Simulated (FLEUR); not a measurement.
# MnCo under changes of volume

One of the cells (11.618 Å³/atom); the others are scaled copies at fixed shape and fractional positions:

```
Co Mn
1.0
     2.85360    0.00000    0.00000
     0.00000    2.85360    0.00000
     0.00000    0.00000    2.85360
Co Mn
1 1
Direct
  0.50000 0.50000 0.50000
  0.00000 0.00000 0.00000
```

The cell comes from a database or a generator and needn't be the stable form of this composition.

| Property | Result |
| --- | --- |
| Program | FLEUR MaX-R8.1 (later development tree) |
| Functional | PBEsol |
| Potentials or basis | all-electron |
| Basis | FLAPW |
| Kmax | 4.67 1/bohr |
| k mesh | 9 × 9 × 9 |
| Occupations | fermi-dirac, width 0.05 eV |
| Spin | collinear spin, ferromagnetic start |
| Starting moments | [2.0, 4.001] μB |

| volume (Å³/atom) | energy over the lowest point (meV/atom) | moment (μB per cell) |
| --- | --- | --- |
| 10.921 | 1.51 | 3.96 |
| 11.154 | 0.00 | 3.99 |
| 11.386 | ? | ? |
| 11.618 | 15.91 | 4.02 |
| 11.851 | 32.21 | 4.04 |
| 12.083 | 53.19 | 4.05 |
| 12.316 | 78.23 | 4.06 |

Task: What does the run at 11.386 Å³/atom give?

Result: Energy over the lowest point 5.05 meV/atom; moment 4.01 μB per cell.

Worked out: A Birch-Murnaghan fit of order 3 (a polynomial in V^(-2/3)) to the other rows has its minimum at 11.09 Å³/atom with B0 = V·E''(V) = 225 GPa and B' = 4.6. It gives 5.01 meV/atom at 11.386 Å³/atom, against the run's 5.05. A parabola through the other rows of the moment, of slope 0.0819 μB per Å³/atom there, gives 4.01 μB, against the run's 4.01.

Energies are extrapolated to zero smearing.
